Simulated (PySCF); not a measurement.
# CH10OSi3: runs on many settings

Aim: see how CH10OSi3 (`C[SiH2][Si@H](O)[SiH3]`) answers to the choice of functional, basis, grid and SCF options, and what happens with inputs that are wrong on purpose.

The runs use PySCF 2.14.0, with density-fitted response routines of our own; the level of theory stands in each step. All values are computed, except where a source is named. Atoms are numbered from 0 throughout.

**1. The molecule as given**

15 atoms, charge 0, multiplicity 1; geometry from: GFN2-xTB.

Bonds of the start (Å): C0–Si1 1.90, Si1–Si2 2.31, Si2–O3 1.64, Si2–Si4 2.32, C0–H5 1.09, C0–H6 1.09, C0–H7 1.09, Si1–H8 1.47, Si1–H9 1.47, Si2–H10 1.48, O3–H11 0.95, Si4–H12 1.47, Si4–H13 1.47, Si4–H14 1.47.

**2. Excited states and response: PBE0/def2-TZVP in dichloromethane**

The job: settings as JSON, then the geometry in Å.

```
{"job": {"kind": "uv", "xc": "PBE0", "basis": "def2-TZVP", "solvent": "dichloromethane", "nstates": 6, "ntriplets": 2, "tda": false, "scf": {"aux": "def2-universal-jkfit"}, "grid": 3}, "charge": 0, "multiplicity": 1}
C      2.219431     0.845046     0.220671
Si     1.421595    -0.719775    -0.506051
Si    -0.761582    -0.837237     0.249077
O     -1.320062    -2.076105    -0.670939
Si    -2.130488     1.025206     0.053601
H      2.208851     0.827595     1.306657
H      3.253298     0.943612    -0.093470
H      1.695056     1.742091    -0.096331
H      1.538202    -0.623756    -1.971146
H      2.279049    -1.857303    -0.129225
H     -0.845501    -1.302360     1.656033
H     -2.193728    -2.443042    -0.572319
H     -1.503112     2.197386     0.670952
H     -3.452909     0.895112     0.683265
H     -2.412517     1.391520    -1.339655
```

With the program's defaults for keys left out, this is: TDDFT PBE0/def2-TZVP, vertical, IEF-PCM dichloromethane (non-equilibrium linear response), core orbitals frozen in the response.

The run is started by

```sh
> OMP_NUM_THREADS=1 python probes_run.py task.json out
```

One launch serves the whole session: the jobs run in the order shown.

What it wrote:

```text
final grid: 183824 points
cycle   1  E = -987.3268622024  dE =  8.029e-02  |g| = 7.787e-01  |ddm| = 2.719e+00
cycle   2  E = -987.1549420838  dE =  1.719e-01  |g| = 1.223e+00  |ddm| = 1.431e+00
cycle   3  E = -987.4366557983  dE = -2.817e-01  |g| = 1.023e-01  |ddm| = 1.055e+00
cycle   4  E = -987.4383365713  dE = -1.681e-03  |g| = 4.752e-02  |ddm| = 8.657e-02
cycle   5  E = -987.4388886671  dE = -5.521e-04  |g| = 5.536e-03  |ddm| = 3.183e-02
cycle   6  E = -987.4388955383  dE = -6.871e-06  |g| = 7.563e-04  |ddm| = 4.359e-03
cycle   7  E = -987.4388956703  dE = -1.320e-07  |g| = 1.571e-04  |ddm| = 9.261e-04
cycle   8  E = -987.4388956747  dE = -4.343e-09  |g| = 3.582e-05  |ddm| = 1.694e-04
cycle   9  E = -987.4388956749  dE = -2.672e-10  |g| = 7.999e-06  |ddm| = 4.335e-05
converged SCF energy = -987.4388956749

Static polarisability (au): isotropic 131.243, principal 115.155 125.391 153.184

Singlet excitations
state   eV       nm        f      main configurations
  1   5.5274    224.3   0.07257   H->L 0.94
  2   5.9851    207.2   0.01508   H-1->L 0.94
  3   6.3009    196.8   0.17382   H->L+1 0.92
  4   6.8397    181.3   0.00594   H-1->L+1 0.83, H->L+2 0.14
  5   7.0759    175.2   0.06616   H-2->L 0.83, H->L+2 0.12
  6   7.1374    173.7   0.08072   H->L+2 0.67, H-2->L 0.13, H-1->L+1 0.12

Triplet excitations (Tamm-Dancoff, eV): 4.7905 5.4100
```

Run time: 38 s. Hardware: 1 thread of Arm Neoverse V1, shared host; peak memory 0.86 GiB.

The orbitals next to the gap, with their largest atomic shares:

```csv
orbital,eV,atoms
HOMO−3,-9.27,"Si1 39 %, H8 22 %, H9 21 %"
HOMO−2,-9.01,"C0 41 %, Si1 31 %, H8 8 %"
HOMO−1,-8.11,"Si2 30 %, O3 18 %, H10 18 %"
HOMO,-7.58,"Si2 32 %, Si4 24 %, Si1 18 %"
LUMO,-0.80,"Si2 39 %, Si1 22 %, Si4 20 %"
LUMO+1,-0.10,"Si2 34 %, Si4 27 %, Si1 21 %"
LUMO+2,0.66,"Si4 31 %, Si2 29 %, Si1 22 %"
```

With each of the 6 states as a Gaussian band of 0.4 eV half-width at 1/e, the curve within the window shown has maxima at 197 nm (ε 7,600), 175 nm (ε 6,200) L/(mol cm). Beyond the last state computed it falls off for lack of states. The curve at chosen wavelengths:

nm, ε (L/mol/cm) and a bar:
```
      167       3074 ###########
      170       4736 ##################
      174       6111 ########################
      177       6089 ########################
      180       5487 #####################
      184       4898 ###################
      187       5170 ####################
      191       6316 #########################
      194       7183 ############################
      197       7577 ##############################
      201       7136 ############################
      204       6286 #########################
      207       5320 #####################
      211       4279 ################
      214       3814 ##############
      217       3581 #############
      221       3436 #############
      224       3307 ############
      227       3085 ###########
      231       2629 #########
      234       2206 ########
      238       1622 #####
      241       1221 ####
      244        881 ##
      248        537 #
      251        355
```

Further results of this job:

```csv
property,computed
dipole moment (D),1.30
polarisability (Å³),19.45
HOMO–LUMO gap (eV),6.78
−ε(HOMO) (eV),7.58
```

**3. Excited states and response: HCTH407/pcSseg-1**

Settings changed since step 2:

```diff
@@ -1,2 +1,2 @@
-{"job": {"kind": "uv", "xc": "PBE0", "basis": "def2-TZVP", "solvent": "dichloromethane", "nstates": 6, "ntriplets": 2, "tda": false, "scf": {"aux": "def2-universal-jkfit"}, "grid": 3}, "charge": 0, "multiplicity": 1}
+{"job": {"kind": "uv", "xc": "HCTH407", "basis": "pcSseg-1", "nstates": 6, "ntriplets": 0, "tda": false, "scf": {"conv": 1e-08}}, "charge": 0, "multiplicity": 1}
 C      2.219431     0.845046     0.220671
```

Method: TDDFT HCTH407/pcSseg-1, vertical, gas phase, core orbitals frozen in the response.

What it wrote:

```text
final grid: 111920 points
cycle   1  E = -987.7230146409  dE =  1.339e-01  |g| = 9.481e-01  |ddm| = 3.413e+00
cycle   2  E = -986.9078744863  dE =  8.151e-01  |g| = 2.120e+00  |ddm| = 4.606e+00
cycle   3  E = -987.8839993011  dE = -9.761e-01  |g| = 2.549e-01  |ddm| = 4.244e+00
cycle   4  E = -987.8965749637  dE = -1.258e-02  |g| = 1.576e-01  |ddm| = 4.845e-01
cycle   5  E = -987.9028565261  dE = -6.282e-03  |g| = 2.459e-02  |ddm| = 1.519e-01
cycle   6  E = -987.9030480633  dE = -1.915e-04  |g| = 5.646e-03  |ddm| = 3.916e-02
cycle   7  E = -987.9030554080  dE = -7.345e-06  |g| = 1.338e-03  |ddm| = 8.876e-03
cycle   8  E = -987.9030559339  dE = -5.260e-07  |g| = 3.178e-04  |ddm| = 2.299e-03
cycle   9  E = -987.9030559703  dE = -3.630e-08  |g| = 9.099e-05  |ddm| = 6.807e-04
cycle  10  E = -987.9030559728  dE = -2.510e-09  |g| = 2.856e-05  |ddm| = 1.812e-04
converged SCF energy = -987.9030559728

Static polarisability (au): isotropic 96.103, principal 81.783 90.465 116.062

Singlet excitations
state   eV       nm        f      main configurations
  1   5.2173    237.6   0.02704   H->L 0.95
  2   5.5575    223.1   0.01576   H-1->L 0.93
  3   6.0804    203.9   0.06050   H->L+1 0.91
  4   6.3930    193.9   0.00512   H-1->L+1 0.77, H-2->L 0.11, H->L+2 0.09
  5   6.4310    192.8   0.05392   H-2->L 0.84
  6   6.5469    189.4   0.00374   H-3->L 0.96
```

Run time: 19 s. Hardware: 1 thread of Arm Neoverse V1, shared host; peak memory 0.51 GiB.

Key values: HOMO -6.71 eV, LUMO -1.70 eV; lowest singlet 5.22 eV.

**4. Nuclear shieldings: PBE0/def2-SVP**

Settings changed since step 3:

```diff
@@ -1,2 +1,2 @@
-{"job": {"kind": "uv", "xc": "HCTH407", "basis": "pcSseg-1", "nstates": 6, "ntriplets": 0, "tda": false, "scf": {"conv": 1e-08}}, "charge": 0, "multiplicity": 1}
+{"job": {"kind": "nmr", "xc": "PBE0", "basis": "def2-SVP", "pop": false, "scf": {"level_shift": 0.1, "aux": "def2-qzvpp-jkfit"}}, "charge": 0, "multiplicity": 1}
 C      2.219431     0.845046     0.220671
```

Level: GIAO PBE0/def2-SVP NMR shielding, non-relativistic, gas phase.

What it wrote:

```text
final grid: 111920 points
cycle   1  E = -986.8810832383  dE =  8.118e-02  |g| = 7.097e-01  |ddm| = 3.488e+00
cycle   2  E = -986.8288052460  dE =  5.228e-02  |g| = 8.990e-01  |ddm| = 1.309e+00
cycle   3  E = -986.9819155700  dE = -1.531e-01  |g| = 8.042e-02  |ddm| = 6.534e-01
cycle   4  E = -986.9835995459  dE = -1.684e-03  |g| = 2.504e-02  |ddm| = 1.108e-01
cycle   5  E = -986.9837639223  dE = -1.644e-04  |g| = 4.838e-03  |ddm| = 2.766e-02
cycle   6  E = -986.9837699110  dE = -5.989e-06  |g| = 1.367e-03  |ddm| = 6.175e-03
cycle   7  E = -986.9837703822  dE = -4.712e-07  |g| = 3.472e-04  |ddm| = 1.635e-03
cycle   8  E = -986.9837704231  dE = -4.096e-08  |g| = 4.947e-05  |ddm| = 5.752e-04
cycle   9  E = -986.9837704253  dE = -2.211e-09  |g| = 1.870e-05  |ddm| = 1.659e-04
cycle  10  E = -986.9837704256  dE = -2.863e-10  |g| = 4.584e-06  |ddm| = 5.699e-05
level shift removed, Fock matrix diagonalised once more
converged SCF energy = -986.9837704256

GIAO shielding tensors (ppm)
atom      isotropic    diamagn.    paramagn.     s11        s22        s33       span
  0 C      205.453     247.818     -42.365    199.095    206.405    210.860     11.765
  1 Si     477.028     881.206    -404.177    446.767    463.980    520.338     73.570
  2 Si     421.590     880.531    -458.941    342.556    397.264    524.952    182.396
  3 O      350.306     381.222     -30.915    286.866    360.645    403.409    116.542
  4 Si     517.438     881.074    -363.635    499.794    516.318    536.203     36.409
  5 H       32.056      31.034       1.022     27.665     29.646     38.858     11.193
  6 H       31.670      28.606       3.064     26.843     28.257     39.910     13.067
  7 H       32.027      31.864       0.163     27.140     30.304     38.635     11.495
  8 H       27.560      30.268      -2.709     24.654     25.789     32.237      7.583
  9 H       27.463      29.558      -2.095     24.179     25.623     32.587      8.408
 10 H       25.503      30.295      -4.791     23.007     24.734     28.769      5.762
 11 H       32.270      30.275       1.995     23.594     27.078     46.138     22.545
 12 H       28.595      30.478      -1.883     25.107     27.300     33.378      8.270
 13 H       28.229      29.250      -1.021     25.141     25.808     33.736      8.595
 14 H       28.320      29.994      -1.673     25.260     26.331     33.371      8.111
```

Run time: 19 s. Hardware: 1 thread of Arm Neoverse V1, shared host; peak memory 0.68 GiB.

The references, computed at this level on geometries of the same kind, shield at (ppm): ¹H TMS 31.81, ¹³C TMS 196.2, ²⁹Si TMS 403.7, ¹⁷O H2O 344.6. Their shielding less the atom's gives the shift. The references are single molecules in the gas phase, so shifts against H2O, NH3, PH3, H3PO4 or CFCl3 are not on the usual liquid scales and can be off by tens of ppm. Atoms listed in one row are averaged.

| atoms | environment | σ (ppm) | δ (ppm) |
| --- | --- | --- | --- |
| C0 | methyl carbon bonded to Si | 205.5 | -9.3 |
| H10 | hydrogen on a silicon bonded to O, 2 Si | 25.50 | 6.30 |
| H9 | hydrogen on a silicon bonded to C, Si | 27.46 | 4.34 |
| H8 | hydrogen on a silicon bonded to C, Si | 27.56 | 4.25 |
| H12, H13, H14 | hydrogen on a silicon bonded to Si | 28.38 | 3.42 |
| H5, H6, H7 | hydrogen on a methyl carbon bonded to Si | 31.92 | -0.11 |
| H11 | hydrogen on an oxygen bonded to Si | 32.27 | -0.46 |
| Si2 | silicon bonded to O, 2 Si, H | 421.6 | -17.8 |
| Si1 | silicon bonded to C, Si, 2 H | 477.0 | -73.3 |
| Si4 | silicon bonded to Si, 3 H | 517.4 | -113.7 |
| O3 | oxygen bonded to Si, H | 350.3 | -5.7 |

Orbitals, density, ELF and potential are computed afterwards from the orbital file.

Frontier orbitals at PBE0/def2-SVP, with the share of their density that lies nearest to each atom:

```csv
orbital,energy (eV),lies on
HOMO,-7.64,"Si2, Si4 about 21 % each; O3 17 %; Si1 13 %"
LUMO,-0.70,"Si2 25 %; Si1, Si4 about 10 % each; H10, H11, H13 about 7 % each"
```

ELF in a plane through or near 7 of the atoms.

Values, 10 rows by 14 columns:
```
0.00 0.00 0.00 0.00 0.00 0.00 0.00 0.00 0.00 0.00 0.00 0.00 0.00 0.00
0.00 0.00 0.00 0.00 0.00 0.00 0.00 0.00 0.08 0.06 0.00 0.00 0.00 0.00
0.00 0.00 0.00 0.00 0.21 0.59 0.00 0.45 1.00 0.97 0.11 0.03 0.00 0.00
0.00 0.00 0.23 0.52 0.83 0.99 0.17 0.13 0.95 0.24 0.43 0.86 0.21 0.00
0.00 0.00 0.95 1.00 0.19 0.71 0.07 0.17 0.73 0.74 0.31 0.98 0.44 0.00
0.00 0.00 0.10 0.32 0.80 0.19 0.67 0.69 0.41 0.84 0.24 0.15 0.01 0.00
0.00 0.00 0.00 0.19 0.94 0.12 0.62 0.42 0.68 0.54 0.04 0.00 0.00 0.00
0.00 0.00 0.00 0.64 1.00 0.90 0.08 0.26 0.81 0.93 0.90 0.00 0.00 0.00
0.00 0.00 0.00 0.00 0.28 0.10 0.00 0.05 0.41 0.19 0.32 0.00 0.00 0.00
0.00 0.00 0.00 0.00 0.00 0.00 0.00 0.00 0.00 0.00 0.00 0.00 0.00 0.00
```
The map spans 12.0 Å across and 10.0 Å up, centred on the molecule. Atoms in the plane (x, y in Å): C0 (-2.2, 0.8), Si1 (-1.4, -0.8), O3 (1.4, -2.1), Si4 (2.1, 1.1), H6 (-3.3, 0.8), H7 (-1.8, 1.6), H11 (2.3, -2.4).

On the surface of density 0.002 e/bohr³ the electrostatic potential runs, from the 1st to the 99th percentile, from -1.19 V near O3 to 2.22 V near H11.

**5. J couplings: M06-2X/IGLO-II**

Settings changed since step 4:

```diff
@@ -1,2 +1,2 @@
-{"job": {"kind": "nmr", "xc": "PBE0", "basis": "def2-SVP", "pop": false, "scf": {"level_shift": 0.1, "aux": "def2-qzvpp-jkfit"}}, "charge": 0, "multiplicity": 1}
+{"job": {"kind": "j", "xc": "M06-2X", "basis": "IGLO-II", "grid": 0, "scf": {"max_cycle": 77}}, "charge": 0, "multiplicity": 1}
 C      2.219431     0.845046     0.220671
```

With the program's defaults for keys left out, this is: M06-2X/IGLO-II.

What it wrote:

```text
NotImplementedError: meta-GGA kernel
```

Wall time 7.6 s (1 thread of Arm Neoverse V1, shared host); peak memory 0.85 GiB.

Diagnosis: This response code has no terms for the kinetic-energy density, so it refuses meta-GGA functionals here. Cure: take a GGA or a hybrid, or another code.

**6. Ultraviolet spectrum: PBE0/cc-pVDZ-PP**

Settings changed since step 5:

```diff
@@ -1,2 +1,2 @@
-{"job": {"kind": "j", "xc": "M06-2X", "basis": "IGLO-II", "grid": 0, "scf": {"max_cycle": 77}}, "charge": 0, "multiplicity": 1}
+{"job": {"kind": "uv", "xc": "PBE0", "basis": "cc-pVDZ-PP", "nstates": 1, "ntriplets": 0, "tda": false, "scf": {"conv": 0.001, "max_cycle": 73}}, "charge": 0, "multiplicity": 1}
 C      2.219431     0.845046     0.220671
```

Level: PBE0/cc-pVDZ-PP.

What it wrote:

```text
KeyError: 'Element c (Z=6) not found in basis cc-pVDZ-PP version 0'
```

Run time: 0.01 s. Hardware: 1 thread of Arm Neoverse V1, shared host.

Diagnosis: The basis cc-pVDZ-PP has no functions for an element of the molecule, so the input was refused before any integral. Cure: choose a basis that covers all elements.

**7. Comparing the runs: electronic excitations**

Excitations and ground-state properties, with basis size and wall time:

```
                              run  lowest singlet (eV)  brightest (eV)      f  gap (eV)  α (Å³)  μ (D)  functions  time
PBE0/def2-TZVP in dichloromethane                 5.53            6.30  0.174      6.78   19.45   1.30        233  38 s
                 HCTH407/pcSseg-1                 5.22            6.08  0.060      5.01   14.24   0.93        156  19 s
```

**8. Outcome**

| quantity | value |
| --- | --- |
| lowest singlet (PBE0/def2-TZVP) | 5.53 eV (224 nm), f = 0.073 |
| brightest single state of those computed | state 3, 6.30 eV, f = 0.174 |
| lowest triplet | 4.79 eV |
| ¹³C shifts against TMS (PBE0/def2-SVP) | -9.3 ppm |
| ¹H shifts against TMS (PBE0/def2-SVP, means over atoms taken as alike) | 6.30, 4.34, 4.25, 3.42, -0.11, -0.46 ppm |
| ²⁹Si shifts against TMS (PBE0/def2-SVP) | -17.8, -73.3, -113.7 ppm |
| ¹⁷O shifts against H2O (PBE0/def2-SVP) | -5.7 ppm |
| surface potential, 1st and 99th percentile | -1.19 V and 2.22 V |
| range of the lowest singlet | 5.22 to 5.53 eV |
| property runs in this session | 5, of which 2 failed and 0 gave unsound results |

**Reading.** Single values in the summary come from the first run of each kind that ended normally (PBE0/def2-TZVP; PBE0/def2-SVP), which need not be the best level. The lowest singlet, at 5.53 eV, is HOMO→LUMO 0.94 and is bright; of the 6 states computed, the strongest absorption comes from state 3 at 6.30 eV (the last state computed is bright too, and its partners may lie past the list). The lowest triplet lies 0.74 eV below the lowest singlet (triplets in Tamm-Dancoff, singlets in full TDDFT). At PBE0/def2-SVP: The largest span, 182 ppm, is at Si2, where the paramagnetic term is -459 ppm. At PBE0/def2-SVP, counted by nearest atom on the grid, the HOMO lies on Si2, Si4 about 21 % each; O3 17 %, the LUMO on Si2 25 %; Si1, Si4 about 10 % each. The lowest singlet runs from 5.22 eV (HCTH407/pcSseg-1) to 5.53 eV (PBE0/def2-TZVP in dichloromethane), while the orbital gap spans 5.01 to 6.78 eV. The lowest state need not be the same one in every run.
